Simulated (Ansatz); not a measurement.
# GaB3As4: the cost of one run

Method: DFT PBE, scalar-relativistic, plane waves, PAW, in Ansatz 0.2.0.

### 1 The starting structure

Symmetry: P3m1, No. 156, trigonal system. Conventional cell: a = 3.635 Å, b = 3.635 Å, c = 11.989 Å, α = 90.00°, β = 90.00°, γ = 120.00°. Around Ga (site symmetry 3m) lie 4 As at 2.23 to 2.24 Å. B (site symmetry 3m) is surrounded by 4 As at 2.23 to 2.24 Å. As (site symmetry 3m) is surrounded by 3 Ga at 2.23 Å and 1 B at 2.24 Å. Around As (site symmetry 3m) lie 4 B at 2.23 to 2.24 Å. As (site symmetry 3m) is surrounded by 3 B at 2.23 Å and 1 Ga at 2.24 Å.

Coordinates:

```cif
data_structure
_symmetry_space_group_name_H-M 'P 1'
_symmetry_Int_Tables_number 1
_cell_length_a 3.6349
_cell_length_b 3.6349
_cell_length_c 11.9891
_cell_angle_alpha 90.000
_cell_angle_beta 90.000
_cell_angle_gamma 120.000
_cell_volume 137.18
loop_
_atom_site_label
_atom_site_type_symbol
_atom_site_fract_x
_atom_site_fract_y
_atom_site_fract_z
_atom_site_occupancy
Ga1 Ga 0.66667 0.33333 0.24999 1
B1 B 0.33333 0.66667 0.49999 1
B2 B 0.33333 0.66667 0.99999 1
B3 B 0.66667 0.33333 0.74999 1
As1 As 0.33333 0.66667 0.18701 1
As2 As 0.33333 0.66667 0.68701 1
As3 As 0.66667 0.33333 0.43701 1
As4 As 0.66667 0.33333 0.93701 1
```

The start is an ordering of an alloy on its end members' structure types: elements ordered on the sites of the GaAs type, B/Ga on Ga (P3m1, No. 156).

### 2 Probe: one point on a coarse mesh

The input, input.yaml:

```yaml
crystal:
  lattice:
    - [3.63490154, 0.0, 0.0]
    - [-1.81745077, 3.14791708, 0.0]
    - [0.0, 0.0, 11.98914072]
  atoms:
    - { symbol: Ga, position: [0.66666667, 0.33333333, 0.24999204] }
    - { symbol: B, position: [0.33333333, 0.66666667, 0.49999204] }
    - { symbol: B, position: [0.33333333, 0.66666667, 0.99999204] }
    - { symbol: B, position: [0.66666667, 0.33333333, 0.74999204] }
    - { symbol: As, position: [0.33333333, 0.66666667, 0.18700795] }
    - { symbol: As, position: [0.33333333, 0.66666667, 0.68700795] }
    - { symbol: As, position: [0.66666667, 0.33333333, 0.43700795] }
    - { symbol: As, position: [0.66666667, 0.33333333, 0.93700795] }
basis:
  ecutwfc: 420
kpoints:
  mp_grid: { grid: [6, 6, 2] }
hamiltonian:
  xc: pbe
scf:
  occupations: { method: gaussian, width: 0.1 }
  lower_state_search: "off"
output:
  forces: true
  stress: true
  eigenvalues: true
```

Launch:

```console
> ansatz run input.yaml --threads 1 --pin off --max-ram 2560MiB --backend cpu --events-out ev --progress --plain --runs-dir out
```

**Question.** How long does this run take on 1 thread of AMD EPYC 9R45 (Zen 5), shared host, and how much memory does it need?

About 2.4 s, with a peak of 0.45 GiB.
